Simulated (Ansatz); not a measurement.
What does this script print? It uses Ansatz's Python interface.

The script, `c3h7b_tae.py`:
```python
'''Atomisation energy of C3H7B at the given geometry.'''

from collections import Counter

import ansatz

BASIS_SET = '6-31G*'
XC = 'b3lyp'


def total_energy(molecule, charge=0, unpaired=0):
    calc = (
        molecule.calculation()
        .basis(gaussian=BASIS_SET)
        .functional(XC)
    )
    if charge:
        calc = calc.charge(charge)
    if unpaired:
        calc = calc.spin('collinear', total=unpaired)
    return calc.run(threads=1, backend='cpu').report['free_energy_ev']

GEOMETRY = '''
B    -0.56730    1.96650    0.43530
C    -0.14370    0.52260    0.56480
C     0.00710   -0.25360   -0.52090
C     0.56910   -1.66310   -0.36020
H    -0.82530    2.47050   -0.65960
H    -0.76560    2.69080    1.38770
H     0.06990    0.13890    1.56720
H    -0.10380    0.14760   -1.51410
H    -0.23640   -2.22870    0.29010
H     1.48880   -1.70160    0.16600
H     0.57270   -2.14700   -1.33570
'''


def main() -> None:
    mol = ansatz.Crystal.molecule()
    for line in GEOMETRY.strip().splitlines():
        symbol, *xyz = line.split()
        mol = mol.atom(symbol, [float(v) for v in xyz])

    # unpaired electrons of the ground-state atoms
    unpaired = {'B': 1, 'C': 2, 'H': 1}
    counts = Counter(site.symbol for site in mol.cartesian_sites)
    atom_energy = {s: total_energy(ansatz.Crystal.molecule().atom(s, (0, 0, 0)), 0, unpaired[s]) for s in counts}
    whole = total_energy(mol, 0, 0)
    for s, e in atom_energy.items():
        print(f'{s:2s} x{counts[s]}  {e:14.5f} eV')
    print(f'C3H7B: {whole:.5f} eV')
    split = sum(counts[s] * e for s, e in atom_energy.items()) - whole
    print(f'atomisation energy (no zero-point term): {96.485332 * split:.1f} kJ/mol, {split / sum(counts.values()):.3f} eV an atom')


if __name__ == '__main__':
    main()
```

```console
$ python c3h7b_tae.py
B  x1      -670.87915 eV
C  x3     -1029.84974 eV
H  x7       -13.61312 eV
C3H7B: -3900.44744 eV
atomisation energy (no zero-point term): 4315.5 kJ/mol, 4.066 eV an atom
```

4315.5 kJ/mol from the electronic energies, without the zero-point term.

Total energies depend on the basis set; only differences at equal settings carry meaning. The geometry is a force-field or estimated start, not a minimum of this method, and the basis set is short of its limit. All parts are taken at fixed geometry, without zero-point energy. b3lyp holds the VWN-RPA fit, as in Gaussian; the form of ORCA and Turbomole is b3lyp5. It ran for 2.6 s on 1 thread of Arm Neoverse V1, with other jobs on the host, peak memory 0.2 GiB.
